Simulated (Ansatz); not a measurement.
# WCl4O (SMILES O=[W](Cl)(Cl)(Cl)Cl) at BHLYP/def2-SVP (core potential)

Aim: the vertical ionisation energy of WCl4O at BHLYP/def2-SVP (core potential), from 2 runs. 

Program for the calculation: Ansatz 0.2.0.

## (1) The system as given

WCl4O has 6 atoms, charge 0, and is taken as a singlet. SMILES: `O=[W](Cl)(Cl)(Cl)Cl`. The shape is that of a PBE0-D4/def2-TZVP optimisation.

Bond lengths: O1–W2 1.668 Å, W2–Cl3 2.287 Å, W2–Cl4 2.287 Å, W2–Cl5 2.287 Å, W2–Cl6 2.287 Å. Angles: O1–W2–Cl3 104.0°, O1–W2–Cl4 103.9°, O1–W2–Cl5 103.9°, O1–W2–Cl6 103.9°, Cl3–W2–Cl4 152.1°, Cl3–W2–Cl5 86.7°, Cl3–W2–Cl6 86.7°, Cl4–W2–Cl5 86.7°, Cl4–W2–Cl6 86.7°, Cl5–W2–Cl6 152.1°.

## (2) The energy at BHLYP/def2-SVP (core potential)

The input, input.yaml:

```yaml
crystal:
  periodic: [false, false, false]
  atoms:
    - {symbol: O, position_ang: [-0.010050, -1.747150, 0.186510]}
    - {symbol: W, position_ang: [-0.000510, -0.089070, 0.009510]}
    - {symbol: Cl, position_ang: [1.915280, 0.567920, 1.072290]}
    - {symbol: Cl, position_ang: [-1.910010, 0.350500, -1.170330]}
    - {symbol: Cl, position_ang: [1.129180, 0.249450, -1.950250]}
    - {symbol: Cl, position_ang: [-1.123900, 0.668360, 1.852270]}
basis:
  gaussian:
    orbitals: def2-SVP
hamiltonian:
  xc: {name: BHLYP}
accuracy: high
output:
  orbitals: {seedname: orbitals}
```

On the command line:

```sh
ansatz run input.yaml --threads 1 --pin off --max-ram 3480MiB --events-out events.jsonl --progress --plain --runs-dir runs
```

The program printed:

```text
Warning: RAYON_NUM_THREADS=1 ignored (pool sized by the plan → 1); use --threads N
Functional definition: BHLYP
  name "BHLYP"
  parameter a = 0.5
  exchange = (1 - a)*b88_x + a*exact_x
  correlation = lyp_c
2465 factors; integrals over basis functions are off by at most 9.1e-9 eV
mean field evaluation 1: about -53935.3143 eV, gradient 7.3e1 eV
mean field evaluation 2: about -53826.7187 eV, gradient 2.4e2 eV
mean field evaluation 4: about -53945.8148 eV, gradient 1.5e1 eV
mean field evaluation 8: about -53946.8017 eV, gradient 7.8e-1 eV
mean field evaluation 16: about -53946.8033 eV, gradient 2.2e-4 eV
mean field -53946.80327572 eV, -1982.5084539262 hartree, gradient 7.6e-8 eV, S^2 0.000000; 0 other end points of the search recorded, 0 dependent functions left out
reference -53946.80330656 eV, -1982.5084550596 hartree; 45, 45 occupied and 73, 73 virtual orbitals, 2465 factors
Total energy: -53946.80330656 eV, -1982.5084550596 hartree
```

Run time: 23 s. Hardware: 1 thread of Arm Neoverse V2, shared host; peak memory 0.57 GiB.

## (3) The doublet cation, same level

The input, input.yaml:

```yaml
crystal:
  periodic: [false, false, false]
  atoms:
    - symbol: O
      position_ang: [-0.010050, -1.747150, 0.186510]
    - symbol: W
      position_ang: [-0.000510, -0.089070, 0.009510]
    - symbol: Cl
      position_ang: [1.915280, 0.567920, 1.072290]
    - symbol: Cl
      position_ang: [-1.910010, 0.350500, -1.170330]
    - symbol: Cl
      position_ang: [1.129180, 0.249450, -1.950250]
    - symbol: Cl
      position_ang: [-1.123900, 0.668360, 1.852270]
basis:
  gaussian:
    orbitals: def2-SVP
total_charge: 1
magnetization:
  spin_polarized: true
  initial_magnetization: 1
hamiltonian:
  xc: {name: BHLYP}
accuracy: high
output: {orbitals: {seedname: orbitals}}
```

On the command line:

```sh
ansatz run input.yaml --threads 1 --pin off --max-ram 3480MiB --events-out events.jsonl --progress --plain --runs-dir runs
```

The program printed:

```text
Warning: RAYON_NUM_THREADS=1 ignored (pool sized by the plan → 1); use --threads N
[... 5 set-up lines as earlier in the session ...]
2462 factors; integrals over basis functions are off by at most 9.1e-9 eV
mean field evaluation 1: about -53923.9370 eV, gradient 5.3e1 eV
mean field evaluation 2: about -53811.9511 eV, gradient 1.7e2 eV
mean field evaluation 4: about -53934.9927 eV, gradient 2.3e0 eV
mean field evaluation 8: about -53935.4950 eV, gradient 4.0e-1 eV
mean field evaluation 16: about -53935.4961 eV, gradient 2.3e-3 eV
mean field evaluation 32: about -53935.4961 eV, gradient 5.0e-5 eV
mean field evaluation 64: about -53935.4654 eV, gradient 9.6e-1 eV
mean field -53935.49612888 eV, -1982.0929239442 hartree, gradient 4.3e-8 eV, S^2 0.773997; 6 other end points of the search recorded, 0 dependent functions left out
reference -53935.49616046 eV, -1982.0929251045 hartree; 45, 44 occupied and 73, 74 virtual orbitals, 2462 factors
Total energy: -53935.49616046 eV, -1982.0929251045 hartree
```

Run time: 1.9 min. Hardware: 1 thread of Arm Neoverse V2, shared host; peak memory 0.93 GiB.

## (4) Summary of results

Level: BHLYP/def2-SVP (core potential).

```
                                          quantity           value
                       singlet WCl4O: total energy  -1982.50846 Eh
                        singlet WCl4O: HOMO energy       -10.16 eV
                        singlet WCl4O: LUMO energy        -4.26 eV
                      singlet WCl4O: HOMO–LUMO gap         5.90 eV
                      doublet cation: total energy  -1982.09293 Eh
doublet cation: HOMO energy (highest over α and β)       -15.40 eV
 doublet cation: LUMO energy (lowest over α and β)       -12.45 eV
                              doublet cation: ⟨S²⟩           0.774
vertical ionisation energy (to the doublet cation)       11.307 eV
```

Removing an electron at fixed nuclei costs 11.31 eV (261 kcal/mol). −ε(HOMO) before ionisation, 10.16 eV, is 1.15 eV below this ionisation energy.
